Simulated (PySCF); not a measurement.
NAlCl2H2, in a box:

```
N Al Cl H
1.0
    12.00000    0.00000    0.00000
     0.00000   13.00000    0.00000
     0.00000    0.00000   12.00000
N Al Cl H
1 1 2 2
Cartesian
  5.5861 7.6953 5.8142
  5.8534 5.9746 5.9519
  7.3034 5.2456 7.2560
  4.7227 4.6493 4.8120
  6.0938 8.3927 6.3326
  4.9045 8.1178 5.2062
```

Base run:

| Quantity | Value |
| --- | --- |
| Program | PySCF 2.14.0 |
| Functional | PBE |
| Potentials or basis | def2-svp (all-electron) |
| k mesh | 1 × 1 × 1 |
| Occupations | fixed |
| Spin | no spin polarisation |

Its results: gap between the frontier levels 5.17 eV.

Question: After a change of settings the same cell gave: gap between the frontier levels 6.80 eV. Which change was it?
A. functional from PBE to r2SCANh
B. functional from PBE to BLYP
C. functional from PBE to B3PW91; dispersion from none to D3(BJ)
D. functional from PBE to BHandHLYP; dispersion from none to D4

Answer: A.

r2SCANh gives the wider gap, since exact exchange removes part of the self-interaction.

Caveats: this is a molecule in a periodic box at the Γ point, so its band gap is the HOMO-LUMO gap; the basis of atomic orbitals isn't converged, which shifts pressures, moduli and gaps.
